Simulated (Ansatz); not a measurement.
# LaSc3S: the cost of one run

Computed with Ansatz 0.2.0 (DFT PBE, scalar-relativistic, plane waves, PAW, unless a step's input says otherwise).

**1. The structure to begin with**

The structure is cubic, space group Pm-3m (No. 221). The conventional cell has a = 4.639 Å, b = 4.639 Å, c = 4.639 Å, α = 90.00°, β = 90.00°, γ = 90.00°. La (site symmetry m-3m) has 6 Sc at 2.32 Å as nearest neighbours. Sc (site symmetry 4/mmm) is surrounded by 2 La at 2.32 Å and 8 Sc at 3.28 Å and 4 S at 3.28 Å. S (site symmetry m-3m) has 12 Sc at 3.28 Å as nearest neighbours.

As a file:

```cif
data_structure
_symmetry_space_group_name_H-M 'Pm-3m'
_symmetry_Int_Tables_number 221
_cell_length_a 4.6394
_cell_length_b 4.6394
_cell_length_c 4.6394
_cell_angle_alpha 90.000
_cell_angle_beta 90.000
_cell_angle_gamma 90.000
_cell_volume 99.86
loop_
_atom_site_label
_atom_site_type_symbol
_atom_site_symmetry_multiplicity
_atom_site_Wyckoff_symbol
_atom_site_fract_x
_atom_site_fract_y
_atom_site_fract_z
_atom_site_occupancy
La1 La 1 b 0.50000 0.50000 0.50000 1
Sc1 Sc 3 c 0.00000 0.50000 0.50000 1
S1 S 1 a 0.00000 0.00000 0.00000 1
```

Recipe of the guess: species swapped into a database cell of Mn3CuN (Pm-3m, No. 221), with Sc on the Mn sites, S on the Cu sites and La on the N sites. Lengths come from tabulated atomic sizes and are only a guess.

**2. A first look at the guess**

Contents of input.yaml:

```yaml
crystal:
  lattice:
    - [4.6393796, 0.0, 0.0]
    - [0.0, 4.6393796, 0.0]
    - [0.0, 0.0, 4.6393796]
  atoms:
    - { symbol: La, position: [0.5, 0.5, 0.5] }
    - { symbol: Sc, position: [0.0, 0.5, 0.5] }
    - { symbol: Sc, position: [0.5, 0.5, 0.0] }
    - { symbol: Sc, position: [0.5, 0.0, 0.5] }
    - { symbol: S, position: [0.0, 0.0, 0.0] }
basis:
  ecutwfc: 420
kpoints:
  mp_grid: { grid: [4, 4, 4] }
hamiltonian:
  xc: pbe
scf:
  occupations: { method: gaussian, width: 0.1 }
  lower_state_search: "off"
output:
  forces: true
  stress: true
  eigenvalues: true
```

Started as:

```bash
> ansatz run input.yaml --threads 1 --pin off --max-ram 2048MiB --backend cpu --events-out ev --progress --plain --runs-dir out
```

**Question.** How long does this run take on 1 thread of Arm Neoverse V2, shared host, and how much memory does it need?

About 2 s, with a peak of 0.37 GiB.
